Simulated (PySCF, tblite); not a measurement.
# C4H15NOSi3: geometry, infrared bands and NMR shifts

What infrared bands and NMR shifts should C4H15NOSi3 (`CN[Si@@H]1C[SiH2]C[Si@@H](O)C1`) show?

Computed with tblite 0.8.0 and PySCF 2.14.0, with density-fitted response routines of our own, on a single molecule in the gas phase. Atoms count from 0, in the outputs and in this text.

### Step 1. The starting structure

24 atoms, charge 0, multiplicity 1; geometry from: force field or distance geometry start.

Bonds of the start (Å): C0–N1 1.46, N1–Si2 1.71, Si2–C3 1.86, C3–Si4 1.86, Si4–C5 1.85, C5–Si6 1.86, Si6–O7 1.67, Si6–C8 1.85, C8–Si2 1.85, C0–H9 1.10, C0–H10 1.10, C0–H11 1.08, N1–H12 1.02, Si2–H13 1.47, C3–H14 1.09, C3–H15 1.07, Si4–H16 1.48, Si4–H17 1.48, C5–H18 1.09, C5–H19 1.09, Si6–H20 1.48, O7–H21 0.98, C8–H22 1.09, C8–H23 1.09.

### Step 2. Relaxing the molecule with GFN2-xTB

Job settings and geometry (Å):

```
{"job": {"kind": "relax", "xc": "GFN2-xTB", "basis": "xTB"}, "charge": 0, "multiplicity": 1}
C      3.098000     1.755000    -0.044900
N      2.384100     0.633800    -0.652200
Si     0.944300    -0.047300    -0.023200
C      0.404200    -1.396200    -1.180400
Si    -1.156700    -2.110600    -0.457500
C     -2.518800    -0.860200    -0.317100
Si    -1.889000     0.510000     0.768700
O     -1.807700     0.082100     2.380000
C     -0.327700     1.290300     0.148700
H      3.434400     1.522400     0.971900
H      2.451500     2.647700    -0.004600
H      3.960600     2.006400    -0.650500
H      3.055500    -0.125400    -0.758300
H      1.334000    -0.599900     1.282600
H      1.174500    -2.166600    -1.244800
H      0.226500    -1.014800    -2.168300
H     -1.624500    -3.178100    -1.373500
H     -0.895800    -2.784400     0.833400
H     -2.781700    -0.464800    -1.295300
H     -3.409800    -1.310600     0.116800
H     -2.937100     1.561200     0.741200
H     -2.620900     0.221700     2.900800
H     -0.509000     1.784400    -0.805400
H     -0.000700     2.063800     0.839300
```

Command:

```console
> OMP_NUM_THREADS=1 python probes_run.py task.json out
```

The driver reads the jobs from task.json and runs them one after another.

Standard output:

```text
step      E/eV     max force
  0    -773.28534    2.149
  1    -773.42335    1.002
  2    -773.49237    0.695
  3    -773.54020    0.748
  4    -773.59970    0.530
  5    -773.63024    0.375
  6    -773.64919    0.266
  7    -773.66043    0.242
  8    -773.67037    0.234
  9    -773.67934    0.176
 10    -773.68536    0.147
 11    -773.68953    0.152
 12    -773.69410    0.157
 13    -773.69907    0.138
 14    -773.70308    0.123
 15    -773.70617    0.113
 16    -773.70884    0.134
 17    -773.71154    0.135
 18    -773.71438    0.117
 19    -773.71743    0.105
 20    -773.72067    0.137
 21    -773.72431    0.159
 22    -773.72713    0.218
 23    -773.72998    0.106
 24    -773.73168    0.088
 25    -773.73350    0.082
 26    -773.73477    0.077
 27    -773.73647    0.094
 28    -773.73804    0.108
 29    -773.73994    0.095
 30    -773.74162    0.118
 31    -773.74282    0.100
 32    -773.74379    0.075
 33    -773.74471    0.065
 34    -773.74603    0.089
 35    -773.74702    0.087
 36    -773.74816    0.062
 37    -773.74906    0.062
 38    -773.75009    0.076
 39    -773.75127    0.081
 40    -773.75239    0.073
 41    -773.75313    0.097
 42    -773.75343    0.173
 43    -773.75408    0.067
 44    -773.75463    0.067
 45    -773.75534    0.095
 46    -773.75583    0.069
 47    -773.75625    0.036
 48    -773.75662    0.053
 49    -773.75732    0.073
 50    -773.75794    0.062
 51    -773.75837    0.038
 52    -773.75867    0.029
 53    -773.75898    0.041
 54    -773.75937    0.055
 55    -773.75981    0.049
 56    -773.76023    0.045
 57    -773.76061    0.047
 58    -773.76102    0.040
 59    -773.76145    0.052
 60    -773.76180    0.043
 61    -773.76206    0.033
 62    -773.76235    0.034
 63    -773.76277    0.050
 64    -773.76335    0.060
 65    -773.76396    0.051
 66    -773.76439    0.034
 67    -773.76463    0.031
 68    -773.76479    0.033
 69    -773.76497    0.034
 70    -773.76521    0.032
 71    -773.76568    0.050
 72    -773.76606    0.059
 73    -773.76660    0.045
 74    -773.76701    0.035
 75    -773.76734    0.032
 76    -773.76762    0.044
 77    -773.76789    0.039
 78    -773.76811    0.034
 79    -773.76827    0.036
 80    -773.76842    0.035
 81    -773.76859    0.036
 82    -773.76873    0.021
 83    -773.76879    0.013
 84    -773.76881    0.016
 85    -773.76884    0.014
 86    -773.76888    0.012
 87    -773.76893    0.016
 88    -773.76897    0.016
 89    -773.76901    0.015
 90    -773.76906    0.018
 91    -773.76911    0.020
 92    -773.76917    0.022
 93    -773.76922    0.019
 94    -773.76925    0.012
 95    -773.76928    0.012
 96    -773.76932    0.013
 97    -773.76936    0.016
 98    -773.76939    0.015
 99    -773.76943    0.011
100    -773.76948    0.011
101    -773.76954    0.013
102    -773.76959    0.013
103    -773.76962    0.014
104    -773.76966    0.015
105    -773.76970    0.014
106    -773.76976    0.014
107    -773.76981    0.013
108    -773.76984    0.011
109    -773.76986    0.010
```

It took 4.5 s on 1 thread of Intel Xeon at 2.50GHz, shared host; peak memory 0.18 GiB.

Relaxation path: (not every step is listed)

```
step  energy from step 0 (eV)  largest force (eV/Å)
   0                   0.0000                2.1493
   1                  -0.1380                1.0024
   2                  -0.2070                0.6946
   3                  -0.2549                0.7475
   4                  -0.3144                0.5297
   5                  -0.3449                0.3752
   6                  -0.3638                0.2656
   7                  -0.3751                0.2421
   8                  -0.3850                0.2338
  17                  -0.4262                0.1350
  26                  -0.4494                0.0767
  35                  -0.4617                0.0874
  44                  -0.4693                0.0667
  53                  -0.4736                0.0415
  62                  -0.4770                0.0339
  71                  -0.4803                0.0501
  80                  -0.4831                0.0347
  89                  -0.4837                0.0152
  98                  -0.4841                0.0152
 104                  -0.4843                0.0154
 105                  -0.4844                0.0145
 106                  -0.4844                0.0136
 107                  -0.4845                0.0129
 108                  -0.4845                0.0112
 109                  -0.4845                0.0095
```

Close pairs (by a distance rule), those that changed most:

```
  bond  before (Å)  after (Å)  change (Å)
Si2–C8       1.854      1.897      +0.044
Si4–C5       1.854      1.898      +0.043
C5–Si6       1.858      1.899      +0.041
Si2–C3       1.858      1.898      +0.040
Si6–O7       1.669      1.632      -0.037
Si6–C8       1.852      1.889      +0.036
C3–Si4       1.863      1.891      +0.028
O7–H21       0.976      0.953      -0.023
```

The next job starts from the end point, and lists it.

### Step 3. Infrared spectrum with GFN2-xTB

Job settings and geometry (Å):

```
{"job": {"kind": "ir", "xc": "GFN2-xTB", "basis": "xTB"}, "charge": 0, "multiplicity": 1}
C      3.116383     1.769930    -0.125898
N      2.395332     0.630527    -0.638411
Si     1.010060    -0.036447     0.150454
C      0.443312    -1.467257    -0.960141
Si    -1.228042    -2.183196    -0.440968
C     -2.513419    -0.788333    -0.382594
Si    -2.009188     0.667335     0.727733
O     -1.829397     0.191972     2.278777
C     -0.306574     1.326580     0.244853
H      3.841251     1.495939     0.649222
H      2.403179     2.465864     0.307726
H      3.650438     2.275231    -0.933482
H      3.016333    -0.017394    -1.099382
H      1.279732    -0.552904     1.509086
H      1.190458    -2.258336    -0.948591
H      0.382752    -1.122026    -1.991092
H     -1.663977    -3.212995    -1.404393
H     -1.121144    -2.830739     0.876643
H     -2.682849    -0.422178    -1.393050
H     -3.469262    -1.190169    -0.048348
H     -3.046192     1.715700     0.669909
H     -2.488594    -0.349344     2.702990
H     -0.377331     1.834805    -0.714863
H     -0.004999     2.077198     0.971377
```

Standard output:

```text
mode    cm-1     km/mol
  1      50.4      0.62
  2      70.7      1.00
  3      83.5      0.56
  4     113.0      0.04
  5     128.5      0.09
  6     145.6      1.25
  7     171.3      5.47
  8     178.5      1.82
  9     208.6     55.31
 10     225.2      1.35
 11     243.8     28.29
 12     253.4     54.81
 13     306.1      6.03
 14     335.8     27.40
 15     458.9     36.81
 16     528.2     88.37
 17     549.3      2.01
 18     591.9     44.43
 19     599.7     42.17
 20     618.1      9.82
 21     628.7      9.92
 22     659.1     30.16
 23     668.7    126.44
 24     691.2     22.23
 25     705.0     30.91
 26     733.7    145.26
 27     740.2    107.14
 28     753.9    269.09
 29     777.5     55.80
 30     800.8    364.35
 31     806.5     19.60
 32     827.9    364.84
 33     844.3    120.13
 34     855.9    460.43
 35     887.2    279.04
 36     999.2      0.84
 37    1015.2      4.30
 38    1023.1      3.21
 39    1061.7     42.06
 40    1110.0      4.66
 41    1120.5      3.53
 42    1136.7    176.30
 43    1139.0    152.22
 44    1156.3     95.74
 45    1364.1     69.18
 46    1419.4      1.75
 47    1455.8      0.27
 48    1462.6      0.08
 49    1472.1      0.62
 50    1493.3      2.51
 51    1505.0      1.53
 52    2128.2    183.30
 53    2145.6    555.57
 54    2151.8    488.62
 55    2187.2    360.10
 56    2900.2     84.16
 57    2966.3     73.12
 58    2979.9     52.81
 59    2984.8     37.77
 60    2995.1     37.04
 61    2996.7     38.85
 62    3003.3     41.65
 63    3008.0     37.61
 64    3038.9     30.30
 65    3441.5      6.92
 66    3677.4      9.79
```

It took 5.7 s on 1 thread of Intel Xeon at 2.50GHz, shared host; peak memory 0.18 GiB.

The strongest bands and the atoms that carry them (share of the mass-weighted mode):

```
cm⁻¹  km/mol                                 atoms
 754   269.1  H16 15 %, C8 12 %, H17 12 %, C5 11 %
 801   364.4                    H16 34 %, H17 34 %
 828   364.8           C5 20 %, Si2 18 %, Si4 13 %
 856   460.4           Si6 26 %, C8 18 %, H21 10 %
 887   279.0                     O7 38 %, Si6 37 %
2146   555.6                    H20 62 %, H16 31 %
2152   488.6                    H16 56 %, H20 34 %
2187   360.1                              H17 89 %
```

### Step 4. Nuclear shieldings: PBE0/pcSseg-1

The job, as its differences from that of step 3:

```diff
@@ -1,2 +1,2 @@
-{"job": {"kind": "ir", "xc": "GFN2-xTB", "basis": "xTB"}, "charge": 0, "multiplicity": 1}
+{"job": {"kind": "nmr", "xc": "PBE0", "basis": "pcSseg-1"}, "charge": 0, "multiplicity": 1}
 C      3.116383     1.769930    -0.125898
```

With the program's defaults for keys left out, this is: GIAO PBE0/pcSseg-1 NMR shielding, non-relativistic, gas phase.

Standard output:

```text
coarse grid: 20664 points
cycle   1  E = -1159.0190972109  dE =  8.224e-01  |g| = 9.238e-01  |ddm| = 4.428e+00
cycle   2  E = -1158.8685045679  dE =  1.506e-01  |g| = 1.267e+00  |ddm| = 1.985e+00
cycle   3  E = -1159.1910397263  dE = -3.225e-01  |g| = 1.262e-01  |ddm| = 1.361e+00
cycle   4  E = -1159.1937273744  dE = -2.688e-03  |g| = 4.713e-02  |ddm| = 1.349e-01
cycle   5  E = -1159.1942411282  dE = -5.138e-04  |g| = 8.472e-03  |ddm| = 5.036e-02
cycle   6  E = -1159.1942584485  dE = -1.732e-05  |g| = 2.583e-03  |ddm| = 1.261e-02
cycle   7  E = -1159.1942599126  dE = -1.464e-06  |g| = 6.805e-04  |ddm| = 2.856e-03
final grid: 183392 points
cycle   8  E = -1159.2524757023  dE = -3.454e-05  |g| = 1.024e-02  |ddm| = 2.773e-02
cycle   9  E = -1159.2524582935  dE =  1.741e-05  |g| = 1.359e-02  |ddm| = 2.062e-02
cycle  10  E = -1159.2524998623  dE = -4.157e-05  |g| = 1.192e-03  |ddm| = 1.226e-02
cycle  11  E = -1159.2525001239  dE = -2.615e-07  |g| = 2.598e-04  |ddm| = 1.119e-03
cycle  12  E = -1159.2525001363  dE = -1.238e-08  |g| = 6.039e-05  |ddm| = 2.699e-04
cycle  13  E = -1159.2525001370  dE = -7.715e-10  |g| = 2.306e-05  |ddm| = 8.502e-05
converged SCF energy = -1159.2525001370

GIAO shielding tensors (ppm)
atom      isotropic    diamagn.    paramagn.     s11        s22        s33       span
  0 C      156.148     241.307     -85.159    131.514    149.892    187.038     55.524
  1 N      238.945     324.446     -85.501    204.948    241.796    270.090     65.143
  2 Si     365.382     883.132    -517.751    325.562    364.782    405.802     80.240
  3 C      190.861     261.377     -70.516    188.315    189.900    194.368      6.053
  4 Si     397.652     881.127    -483.474    361.640    391.190    440.127     78.487
  5 C      187.136     260.089     -72.953    178.021    190.274    193.113     15.092
  6 Si     350.243     880.103    -529.860    307.261    358.752    384.716     77.455
  7 O      298.653     388.183     -89.530    268.098    300.543    327.318     59.220
  8 C      185.225     263.486     -78.261    166.980    186.439    202.256     35.276
  9 H       28.900      26.891       2.008     23.473     26.523     36.704     13.230
 10 H       29.103      29.389      -0.285     23.769     29.519     34.022     10.253
 11 H       28.885      26.658       2.227     23.570     26.456     36.629     13.059
 12 H       31.940      34.014      -2.074     21.795     32.238     41.789     19.994
 13 H       26.401      32.193      -5.792     22.815     25.788     30.599      7.784
 14 H       31.861      32.726      -0.864     26.207     29.547     39.831     13.625
 15 H       31.858      34.812      -2.953     27.477     29.904     38.195     10.718
 16 H       27.100      29.022      -1.923     22.688     25.111     33.500     10.812
 17 H       27.305      30.307      -3.002     24.412     25.366     32.138      7.726
 18 H       32.097      33.055      -0.958     28.145     29.031     39.116     10.971
 19 H       31.899      29.533       2.366     27.289     28.414     39.993     12.705
 20 H       26.007      28.346      -2.340     22.867     23.209     31.945      9.079
 21 H       30.822      30.669       0.153     22.649     25.401     44.417     21.768
 22 H       32.381      34.986      -2.605     28.264     29.638     39.241     10.977
 23 H       30.983      33.150      -2.167     25.943     29.594     37.411     11.468
```

Wall time 3.1 min (1 thread of Intel Xeon at 2.50GHz, shared host); peak memory 1.2 GiB.

The references, computed at this level on geometries of the same kind, shield at (ppm): ¹H TMS 31.72, ¹³C TMS 186.9, ²⁹Si TMS 349.2, ¹⁵N NH3 267.7, ¹⁷O H2O 336.1. Their shielding less the atom's gives the shift. The references are single molecules in the gas phase, so shifts against H2O, NH3, PH3, H3PO4 or CFCl3 are not on the usual liquid scales and can be off by tens of ppm. Atoms listed in one row are averaged.

```
       atoms                                                   environment  σ (ppm)  δ (ppm)  δ scaled to CDCl3
          C0                                     methyl carbon bonded to N    156.1     30.8               28.1
          C8                                        sp3 CH2 bonded to 2 Si    185.2      1.7               -0.3
          C5                                        sp3 CH2 bonded to 2 Si    187.1     -0.2               -2.1
          C3                                        sp3 CH2 bonded to 2 Si    190.9     -3.9               -5.8
         H20  hydrogen on a silicon bonded to 2 C, O, in a 6-membered ring    26.01     5.71                  –
         H13  hydrogen on a silicon bonded to 2 C, N, in a 6-membered ring    26.40     5.32                  –
         H16     hydrogen on a silicon bonded to 2 C, in a 6-membered ring    27.10     4.62                  –
         H17     hydrogen on a silicon bonded to 2 C, in a 6-membered ring    27.31     4.41                  –
H9, H10, H11                       hydrogen on a methyl carbon bonded to N    28.96     2.75               2.70
         H21                            hydrogen on an oxygen bonded to Si    30.82     0.89                  –
         H23                         hydrogen on an sp3 CH2 bonded to 2 Si    30.98     0.73               0.80
         H15                         hydrogen on an sp3 CH2 bonded to 2 Si    31.86    -0.14              -0.03
         H14                         hydrogen on an sp3 CH2 bonded to 2 Si    31.86    -0.14              -0.03
         H19                         hydrogen on an sp3 CH2 bonded to 2 Si    31.90    -0.18              -0.07
         H12                        hydrogen on a nitrogen bonded to C, Si    31.94    -0.22                  –
         H18                         hydrogen on an sp3 CH2 bonded to 2 Si    32.10    -0.38              -0.25
         H22                         hydrogen on an sp3 CH2 bonded to 2 Si    32.38    -0.66              -0.52
          N1                                   nitrogen bonded to C, Si, H    238.9     28.8                  –
         Si6             silicon bonded to 2 C, O, H, in a 6-membered ring    350.2     -1.1                  –
         Si2             silicon bonded to 2 C, N, H, in a 6-membered ring    365.4    -16.2                  –
         Si4              silicon bonded to 2 C, 2 H, in a 6-membered ring    397.7    -48.5                  –
          O7                                        oxygen bonded to Si, H    298.7     37.4                  –
```

The scaled column applies a straight-line fit of computed shieldings to shifts measured in CDCl3 (root-mean-square error 0.16 ppm for H, 1.9 ppm for C).

Charges from the same density, by scheme (e):

```
atoms  Mulliken    IAO  Hirshfeld  ESP fit
   C0     -0.10  -0.30      -0.07     0.02
   N1     -0.69  -0.68      -0.25    -0.81
  Si2      0.93   1.03       0.38     0.94
   C3     -0.87  -0.84      -0.25    -0.90
  Si4      0.63   0.76       0.33     0.77
   C5     -0.88  -0.86      -0.26    -0.79
  Si6      1.02   1.15       0.41     0.88
   O7     -0.56  -0.79      -0.30    -0.76
   C8     -0.89  -0.87      -0.26    -0.73
```

Mayer bond orders: C0–N1 0.98, N1–Si2 1.00, Si2–C3 0.89, C3–Si4 0.93, Si4–C5 0.91, C5–Si6 0.89, Si6–O7 1.00, Si6–C8 0.91, C8–Si2 0.88.

Ring of atoms Si2, C3, Si4, C5, Si6, C8: NICS(0) -1.7, NICS(1) -1.6, NICS(1)zz 4.5 ppm (means of both faces).

The fields below are evaluated on a grid from the run's orbitals.

Frontier orbitals at PBE0/pcSseg-1, with the share of their density that lies nearest to each atom:

```
orbital  energy (eV)                               lies on
   HOMO        -6.47  N1 60 %; H9, H12, H13 about 8 % each
   LUMO         0.71            H21 17 %; Si6 10 %; O7 9 %
```

ELF in a plane through or near 10 of the atoms.

Ten even steps from ' ' (0.00) to '@' (1.00):
```
                                                        
                                                        
                                  ..::                  
                                ::**##++..              
                    ..##%%--    ==##%%**::              
            ..++::  ++@@@@%%::::--##%%++..              
          ..%%@@@@  ==@@@@%%##**--==::::                
          ..%%@@@@::..++**==%%######..--....            
      ..--++**%%%%  ..++%%######..--@@**##@@@@..        
      --##%%--::**====::++%%==..::##****@@@@@@==        
      ::**%%**##%%++%%....::::  ..**##**%%@@@@::        
        ::::..==++::%%--::%%**==--==%%%%==::..          
              %%@@%%::..####--%%==::..--::              
            ..@@@@%%    ++==--##**  ..%%##::            
              **##::    ++##**++==++@@@@@@%%::          
                      ..**##++..  ==@@@@@@@@::          
                        ::==::    ..@@@@@@**            
                                    ==**==              
                                                        
                                                        
```
The map spans 13.9 Å across and 10.7 Å up, centred on the molecule. Atoms in the plane (x, y in Å): C0 (-3.6, 0.3), N1 (-2.5, -0.6), C3 (0.2, -1.8), Si6 (1.6, 1.6), C8 (-0.3, 1.3), H10 (-3.2, 1.3), H12 (-2.8, -1.6), H16 (2.8, -2.7), H19 (3.6, 0.2), H23 (-0.8, 2.1).

log10 of the density (e/Å³) in the same plane.

Values, 10 rows by 14 columns:
```
-4.0 -4.0 -4.0 -4.0 -4.0 -4.0 -4.0 -4.0 -4.0 -4.0 -4.0 -4.0 -4.0 -4.0
-4.0 -4.0 -4.0 -4.0 -4.0 -3.9 -3.4 -3.1 -2.5 -2.3 -2.9 -4.0 -4.0 -4.0
-4.0 -4.0 -4.0 -3.3 -3.1 -2.2 -1.4 -1.8 -1.1 -0.9 -2.0 -3.3 -4.0 -4.0
-4.0 -3.9 -2.6 -1.2 -0.9 -1.1  0.3 -0.2  0.5 -0.4 -1.6 -2.8 -4.0 -4.0
-4.0 -2.8 -1.2  0.0 -0.1 -1.0  0.0 -0.1 -0.4 -0.1 -0.5 -1.4 -3.2 -4.0
-4.0 -2.7 -1.0  0.0  0.3  0.0 -0.1 -0.8 -0.9  0.1 -0.1 -1.1 -3.0 -4.0
-4.0 -3.6 -2.5 -1.5  0.2 -0.6 -0.3  0.2 -0.2  0.2 -1.0 -2.3 -3.7 -4.0
-4.0 -4.0 -4.0 -2.6 -1.5 -1.9 -0.6 -0.1 -0.7 -0.1 -0.5 -2.2 -3.7 -4.0
-4.0 -4.0 -4.0 -4.0 -3.7 -2.9 -1.7 -1.5 -1.9 -1.2 -1.4 -2.6 -4.0 -4.0
-4.0 -4.0 -4.0 -4.0 -4.0 -4.0 -3.7 -3.5 -3.4 -3.0 -3.1 -3.8 -4.0 -4.0
```
The map spans 13.9 Å across and 10.7 Å up, centred on the molecule. Atoms in the plane (x, y in Å): C0 (-3.6, 0.3), N1 (-2.5, -0.6), C3 (0.2, -1.8), Si6 (1.6, 1.6), C8 (-0.3, 1.3), H10 (-3.2, 1.3), H12 (-2.8, -1.6), H16 (2.8, -2.7), H19 (3.6, 0.2), H23 (-0.8, 2.1).

On the surface of density 0.002 e/bohr³ the electrostatic potential runs, from the 1st to the 99th percentile, from -1.47 V near O7 to 1.94 V near H21.

### Step 5. Summary of results

| quantity | value |
| --- | --- |
| strongest single infrared mode (GFN2-xTB) | 2146 cm⁻¹, 556 km/mol |
| zero-point energy (GFN2-xTB) | 114.1 kcal/mol |
| ¹³C shifts against TMS (PBE0/pcSseg-1) | 30.8, 1.7, -0.2, -3.9 ppm |
| ¹H shifts against TMS (PBE0/pcSseg-1, means over atoms taken as alike) | 5.71, 5.32, 4.62, 4.41, 2.75, 0.89, 0.73, -0.14, -0.14, -0.18, -0.22, -0.38, -0.66 ppm |
| ¹⁵N shifts against NH3 (PBE0/pcSseg-1) | 28.8 ppm |
| ²⁹Si shifts against TMS (PBE0/pcSseg-1) | -1.1, -16.2, -48.5 ppm |
| ¹⁷O shifts against H2O (PBE0/pcSseg-1) | 37.4 ppm |
| surface potential, 1st and 99th percentile | -1.47 V and 1.94 V |

Relaxing lowered the energy by 0.485 eV in 109 steps; the close pair that moved most is Si2–C8, from 1.854 to 1.897 Å. No mode is imaginary among the 66: a minimum at this level. The strongest single mode, at 2146 cm⁻¹, moves mainly H20 and H16. Unscaled tight-binding wavenumbers are off by several per cent, some by more. Its intensities can rank the bands wrongly.
